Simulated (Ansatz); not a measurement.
# TaF3: the cost of one run

Program: Ansatz 0.2.0. Level of theory: DFT PBE+U (U_eff = 4 eV on Ta d), plane waves, PAW, no spin–orbit coupling unless a run says so. These are calculated values, not measurements.

## (1) The structure to begin with

Symmetry: Pm-3m, No. 221, cubic system. The conventional cell has a = 3.901 Å, b = 3.901 Å, c = 3.901 Å, α = 90.00°, β = 90.00°, γ = 90.00°. Around Ta (site symmetry m-3m) lie 6 F at 1.95 Å. Around F (site symmetry 4/mmm) lie 2 Ta at 1.95 Å.

Coordinates:

```cif
data_structure
_symmetry_space_group_name_H-M 'Pm-3m'
_symmetry_Int_Tables_number 221
_cell_length_a 3.9012
_cell_length_b 3.9012
_cell_length_c 3.9012
_cell_angle_alpha 90.000
_cell_angle_beta 90.000
_cell_angle_gamma 90.000
_cell_volume 59.37
loop_
_atom_site_label
_atom_site_type_symbol
_atom_site_symmetry_multiplicity
_atom_site_Wyckoff_symbol
_atom_site_fract_x
_atom_site_fract_y
_atom_site_fract_z
_atom_site_occupancy
Ta1 Ta 1 a 0.00000 0.00000 0.00000 1
F1 F 3 d 0.50000 0.00000 0.00000 1
```

Magnetic order typed: antiferromagnetic, doubled cell 0 0 1/2.

## (2) From atoms, symmetry kept, no search

Input file input.yaml:

```yaml
crystal:
  lattice:
    - [3.90120059, 0.0, 0.0]
    - [0.0, 3.90120059, 0.0]
    - [0.0, 0.0, 7.80240118]
  atoms:
    - { symbol: Ta, position: [0.0, 0.0, 0.0], spin: 2.0 }
    - { symbol: F, position: [0.5, 0.0, 0.0] }
    - { symbol: F, position: [0.0, 0.5, 0.0] }
    - { symbol: F, position: [0.0, 0.0, 0.25] }
    - { symbol: Ta, position: [0.0, 0.0, 0.5], spin: -2.0 }
    - { symbol: F, position: [0.5, 0.0, 0.5] }
    - { symbol: F, position: [0.0, 0.5, 0.5] }
    - { symbol: F, position: [0.0, 0.0, 0.75] }
basis:
  ecutwfc: 420
  ecutrho_ratio: 4
kpoints:
  mp_grid: { grid: [5, 5, 3] }
hamiltonian:
  xc: pbe
  hubbard:
    sites: [{ site: 0, l: d, u_eff: 4.0 }, { site: 4, l: d, u_eff: 4.0 }]
scf:
  occupations: { method: gaussian, width: 0.05 }
  lower_state_search: "off"
  max_iter: 150
output:
  forces: true
  stress: true
  eigenvalues: true
  populations: true
  hubbard: { sites: [{ site: 0, l: d }, { site: 4, l: d }] }
magnetization:
  spin_polarized: true
```

The run is started by

```
> ansatz run input.yaml --threads 4 --pin off --max-ram 6144MiB --backend cpu --events-out ev --progress --plain --runs-dir out
```

What time and memory should one allow on 4 threads of Intel Xeon Platinum 8488C (Sapphire Rapids), shared host?

About 1.9 s, with a peak of 0.57 GiB.
